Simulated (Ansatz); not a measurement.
# HfSi+ (sextet): from Hartree-Fock to the top rungs, def2-TZVPP

The task here is to estimate one member of a computed series from the others.

Program: Ansatz 0.2.0, Gaussian basis. Level of theory: def2-TZVPP, core rule «outside noble gas», up to 9 orbitals frozen. These are calculated values, not measurements.

Plan: UHF; ROHF; CCSD(T) on UHF.

## The geometry

The geometry is a PBE0/def2-TZVP stationary point (not a proven minimum) of the parent state, kept for this charge and spin. No spin-orbit coupling is included. Elements past krypton take def2 core potentials.

2 atoms, charge 1, spin multiplicity 6.

Atoms are counted from 1 here; the program's logs count them from 0.

Bond lengths: Hf1–Si2 2.547 Å.

Geometry (Å):

```csv
atom,x (Å),y (Å),z (Å)
Hf1,0.0000,0.0000,0.0000
Si2,0.0000,0.0000,2.5470
```

Set-up of the first run:

in.yaml

```yaml
crystal:
  periodic: [false, false, false]
  atoms:
    - {symbol: Hf, position_ang: [0.000000, 0.000000, 0.000000]}
    - {symbol: Si, position_ang: [0.000000, 0.000000, 2.547000]}
basis:
  gaussian: {orbitals: def2-TZVPP}
total_charge: 1
magnetization: {spin_polarized: true, initial_magnetization: 5}
hamiltonian: {xc: hf}
output: {orbitals: {seedname: orbitals}}
```

The run is started by

```console
> ansatz run in.yaml --threads 1 --pin off --events-out ev --progress --plain --max-ram 3968MiB --backend cpu
```

Steps of the session up to this table: UHF; ROHF; CCSD(T) on UHF.

One table of the session follows, with a row left open; its other results are not shown here.

It belongs to the step «Misses and costs». 

| method | from UCCSD(T) (meV) |
| --- | --- |
| ROHF | +3607.4 |
| UHF | ? |
| UMP2 | +737.9 |
| UCCSD | +206.3 |
| UCCSD(T) | 0 |

**Question.** Estimate the row for UHF.

As computed: from UCCSD(T) (meV): +3486.6. In the column «from UCCSD(T) (meV)» it lies between UMP2 (+737.9) and ROHF (+3607.4).
